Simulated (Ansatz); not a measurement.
# CH8N2OSi: the cost of one run

Program: Ansatz 0.2.0. Level of theory: RKS PBE0-D4/def2-SVP. These are calculated values, not measurements.

### Step 1. The starting structure

Bond lengths: N1–Si2 1.663 Å, Si2–N3 1.691 Å, N3–C4 1.470 Å, C4–O5 1.387 Å, N1–H6 1.092 Å, N1–H7 1.021 Å, Si2–H8 1.447 Å, Si2–H9 1.478 Å, N3–H10 1.065 Å, C4–H11 1.135 Å, C4–H12 1.041 Å, O5–H13 1.024 Å. Angles (14 of 19 angles, heavy atoms first): N1–Si2–N3 99.5°, Si2–N3–C4 122.8°, N3–C4–O5 106.2°, N1–Si2–H8 112.7°, N1–Si2–H9 106.9°, N3–Si2–H8 108.2°, N3–Si2–H9 109.3°, Si2–N1–H6 104.7°, Si2–N1–H7 110.1°, Si2–N3–H10 105.5°, C4–N3–H10 103.0°, N3–C4–H11 104.9°, N3–C4–H12 115.1°, O5–C4–H11 105.5°.

Structure file:

```xyz
13

N    -0.9902   -1.3698    1.6399
Si   -0.0924   -1.3457    0.2404
N     0.0648    0.3260    0.0376
C     0.6054    0.9330   -1.1874
O     0.5664    2.3057   -0.9902
H    -1.8500   -0.7301    1.4286
H    -0.5114   -0.8439    2.3729
H    -0.8150   -1.8725   -0.8966
H     1.2275   -1.9252    0.5672
H     0.7555    0.6394    0.7852
H    -0.1707    0.7185   -1.9874
H     1.5543    0.6046   -1.4611
H    -0.3238    2.5253   -0.5344
```

### Step 2. Relaxing end A

input.yaml

```yaml
crystal:
  periodic: [false, false, false]
  atoms:
    - { symbol: "N", position_ang: [-0.9902, -1.3698, 1.6399] }
    - { symbol: Si, position_ang: [-0.0924, -1.3457, 0.2404] }
    - { symbol: "N", position_ang: [0.0648, 0.326, 0.0376] }
    - { symbol: C, position_ang: [0.6054, 0.933, -1.1874] }
    - { symbol: O, position_ang: [0.5664, 2.3057, -0.9902] }
    - { symbol: H, position_ang: [-1.85, -0.7301, 1.4286] }
    - { symbol: H, position_ang: [-0.5114, -0.8439, 2.3729] }
    - { symbol: H, position_ang: [-0.815, -1.8725, -0.8966] }
    - { symbol: H, position_ang: [1.2275, -1.9252, 0.5672] }
    - { symbol: H, position_ang: [0.7555, 0.6394, 0.7852] }
    - { symbol: H, position_ang: [-0.1707, 0.7185, -1.9874] }
    - { symbol: H, position_ang: [1.5543, 0.6046, -1.4611] }
    - { symbol: H, position_ang: [-0.3238, 2.5253, -0.5344] }
basis:
  gaussian: { orbitals: def2-SVP }
hamiltonian:
  xc: pbe0
  dispersion: d4
relax:
  f_tol: 0.015
  max_steps: 40
output:
  orbitals: {}
```

Started as:

```sh
$ ansatz run input.yaml --threads 2 --pin off --max-ram 3072MiB --backend cpu --events-out ev --progress --plain --runs-dir out
```

Q: Estimate wall time and peak memory on 2 threads of Arm Neoverse N1, shared host.

About 97 s, with a peak of 0.26 GiB.
